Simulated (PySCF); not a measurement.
**ZnS: from the state search to spectroscopic constants**

The task here is to estimate one member of a computed series from the others.

The runs use PySCF 2.14.0; Zn def2-SVP, S def2-SVP, no relativity.

Set-up of the first run:

The job is set up so:

```json
{
  "atoms": "Zn, S",
  "charge": "0",
  "basis": "Zn def2-SVP, S def2-SVP",
  "Hamiltonian": "no relativity",
  "basis functions": "49",
  "electrons treated": "46",
  "masses in u": "63.9291, 31.9721",
  "levels": "PBE0, PBE, r²SCAN, B97-3, revPBE, BP86, CAM-B3LYP, HF, MP2, SCS-MP2, CCSD, CCSD(T)",
  "grid": "80 radial by 434 angular points",
  "occupations": "held fixed by the projection of orbital angular momentum",
  "dissociation limit": "Zn + S, each in its ground configuration",
  "starting distance in angstrom": "2.175",
  "values of 2S to try": "0, 2"
}
```

On the command line:

```bash
OMP_NUM_THREADS=1 python dia.py task.json out
```

Steps of the session up to this table: The job; First curve: PBE0; Excited determinants; PBE; r²SCAN (meta-GGA); B97-3 (global hybrid GGA); revPBE (GGA); BP86 (GGA); CAM-B3LYP (range-separated hybrid); RHF (mean field); Adding correlation.

One of the session's tables, all rows but one given; the rest of the session is left out.

Energy (eV) from each level's lowest point:

```
R (Å)    RHF  RHF-MP2  RHF-SCS-MP2  RHF-CCSD  RHF-CCSD(T)
1.772  1.354    1.177        1.239       n/a          n/a
1.854  0.647    0.523        0.569     0.612        0.611
1.936  0.242    0.163        0.192     0.223        0.219
1.998  0.081    0.036        0.051     0.069        0.065
2.060  0.008    0.000        0.000     0.002        0.000
2.122  0.000    0.034        0.018     0.000        0.002
2.204      ?        ?            ?         ?            ?
2.307  0.193    0.388        0.316     0.227        0.247
2.431  0.397    0.715        0.606     0.473        0.507
2.596  0.676    1.154        1.000       n/a          n/a
```

Estimate the missing values for R (Å) = 2.204.

Worked estimate for «RHF». A straight line through the neighbours (2.122, 0.000) and (2.307, 0.193) gives 0.000 + (0.193 − 0.000) × (2.204 − 2.122) / (2.307 − 2.122) = 0.086; a parabola fitted to 4 rows on both sides gives 0.067.

**Answer.** RHF: 0.057; RHF-MP2: 0.157; RHF-SCS-MP2: 0.117; RHF-CCSD: 0.068; RHF-CCSD(T): 0.077. In «RHF» the line misses by +0.029 and the parabola by +0.010.
